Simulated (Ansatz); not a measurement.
# SiH₄Se: ionisation energy by level of theory

One table from this session's results is given with a row withheld; the runs are named, their logs left out.

Computed with Ansatz 0.2.0, Gaussian basis. Level: unrestricted cation, the program's frozen cores in correlated methods.

Plan: UKS PBE-D4/def2-TZVPP; UKS r2SCAN-D4/def2-TZVPP; UKS PBE0-D4/def2-TZVPP; UKS B3LYP-D4/def2-TZVPP; UKS wB97X-V/def2-TZVPP; UKS wB97M-V/def2-TZVPP; UKS B2PLYP/def2-TZVPP; UHF-CCSD(T)/def2-TZVPP; UHF-CCSD(T)/def2-QZVPP; extrapolation to the limit; then −ε(HOMO) from the neutral's earlier runs with LDA (SPW92), PBE-D4, revPBE-D4, BLYP-D4, r2SCAN-D4, B97M-V, PBE0-D4, B3LYP-D4, r2SCANh-D4, r2SCAN0-D4, HSE06-D4, BHLYP-D4, CAM-B3LYP-D4, LC-ωPBE, ωB97X-V, ωB97M-V.

## Structure used throughout

The geometry comes from an earlier relaxation with PBE0-D4 in a triple-zeta def2 set; it is a stationary point.

SMILES `[SiH3][SeH]`, 6 atoms, charge 0, spin multiplicity 1.

Atoms are counted from 1 here; the program's logs count them from 0.

Bond lengths: Si1–Se2 2.279 Å, Si1–H3 1.484 Å, Si1–H4 1.483 Å, Si1–H5 1.484 Å, Se2–H6 1.469 Å. Angles: Se2–Si1–H3 111.5°, Se2–Si1–H4 104.9°, Se2–Si1–H5 111.4°, H3–Si1–H4 110.0°, H3–Si1–H5 109.1°, H4–Si1–H5 110.0°, Si1–Se2–H6 93.0°.

Geometry (Å):

```xyz
6

Si   -0.24473   -0.23454   -0.47458
Se    0.89873   -0.25213    1.49686
H    -1.60551    0.33425   -0.30873
H    -0.33692   -1.65964   -0.87345
H     0.47994    0.53776   -1.51430
H     0.85060    1.21031    1.62791
```

Set-up of the first run:

in.yaml

```yaml
crystal:
  periodic: [false, false, false]
  atoms:
    - {symbol: Si, position_ang: [-0.244731, -0.234541, -0.474580]}
    - {symbol: Se, position_ang: [0.898727, -0.252130, 1.496856]}
    - {symbol: H, position_ang: [-1.605513, 0.334245, -0.308735]}
    - {symbol: H, position_ang: [-0.336923, -1.659639, -0.873449]}
    - {symbol: H, position_ang: [0.479938, 0.537757, -1.514304]}
    - {symbol: H, position_ang: [0.850603, 1.210309, 1.627912]}
basis:
  gaussian: {orbitals: def2-TZVPP}
total_charge: 1
magnetization: {spin_polarized: true, initial_magnetization: 1}
hamiltonian: {xc: pbe, dispersion: d4}
```

Run with:

```
> ansatz run in.yaml --threads 2 --pin off --events-out ev --progress --plain --max-ram 32768MiB --backend cpu
```

Steps of the session up to this table: Cation, UKS PBE-D4/def2-TZVPP; Cation, UKS r2SCAN-D4/def2-TZVPP; Cation, UKS PBE0-D4/def2-TZVPP; Cation, UKS B3LYP-D4/def2-TZVPP; Cation, UKS wB97X-V/def2-TZVPP; Cation, UKS wB97M-V/def2-TZVPP; Cation, UKS B2PLYP (frozen core)/def2-TZVPP; Cation, UHF-CCSD(T)/def2-TZVPP; Cation, UHF-CCSD(T)/def2-QZVPP.

One of the session's tables, all rows but one given; the rest of the session is left out.

For comparison, −ε(HOMO) of the neutral from earlier runs:

```
  functional  −ε(HOMO) (eV)
 LDA (SPW92)           6.07
      PBE-D4           5.96
   revPBE-D4           5.92
     BLYP-D4              ?
   r2SCAN-D4           6.24
      B97M-V           6.34
     PBE0-D4           7.11
    B3LYP-D4           6.86
  r2SCANh-D4           6.66
  r2SCAN0-D4           7.29
    HSE06-D4           6.71
    BHLYP-D4           8.09
CAM-B3LYP-D4           8.38
     LC-ωPBE           9.75
     ωB97X-V           9.40
     ωB97M-V           9.26
```

Q: Estimate the row for BLYP-D4 from the others.

Worked estimate for «−ε(HOMO) (eV)». Against the share of exact exchange, B3LYP-D4 (0.2, 6.86), BHLYP-D4 (0.5, 8.09) give a slope of 4.10 per unit share; at 0 the line stands at 6.04.

**Answer.** −ε(HOMO) (eV): 5.79. In «−ε(HOMO) (eV)» the line misses by +0.25.

Caveats from the session: The cation may have settled in a state other than its lowest; no search over hole states beyond the program's own was made.
